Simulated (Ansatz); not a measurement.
# W (bcc type): the cost of one run

Computed with Ansatz 0.2.0 (DFT, PBEsol, PAW with Ansatz's default frozen-core files, scalar-relativistic, unless a step's input says otherwise).

## Step 1: The starting structure

Symmetry: Im-3m, No. 229, cubic system. The conventional cell has a = 3.157 Å, b = 3.157 Å, c = 3.157 Å, α = 90.00°, β = 90.00°, γ = 90.00°. W (site symmetry m-3m) has 8 W at 2.73 Å in its first shell of neighbours.

Structure file:

```xyz
1
Lattice="-1.5784 1.5784 1.5784 1.5784 -1.5784 1.5784 1.5784 1.5784 -1.5784" Properties=species:S:1:pos:R:3 pbc="T T T"
W     0.0000    0.0000    0.0000
```

## Step 2: Bulk cell relaxed, PAW

The input, input.yaml:

```yaml
crystal:
  lattice:
    - [-1.5784212184, 1.5784212184, 1.5784212184]
    - [1.5784212184, -1.5784212184, 1.5784212184]
    - [1.5784212184, 1.5784212184, -1.5784212184]
  atoms:
    - { symbol: W, position: [0.0, 0.0, 0.0] }
kpoints:
  mp_grid: { grid: [19, 19, 19] }
scf:
  occupations: { method: fermi_dirac, width: 0.08 }
hamiltonian:
  xc: pbesol
  pseudopotentials: { kind: paw }
output:
  forces: true
  stress: true
relax:
  f_tol: 0.005
  max_steps: 40
  cell: {}
```

Run with:

```
ansatz run input.yaml --threads 2 --pin off --max-ram 4096MiB --backend cpu --events-out ev --progress --plain --runs-dir out
```

**Question.** How long does this run take on 2 threads of Arm Neoverse V2, shared host, and how much memory does it need?

About 3.1 s, with a peak of 0.31 GiB.
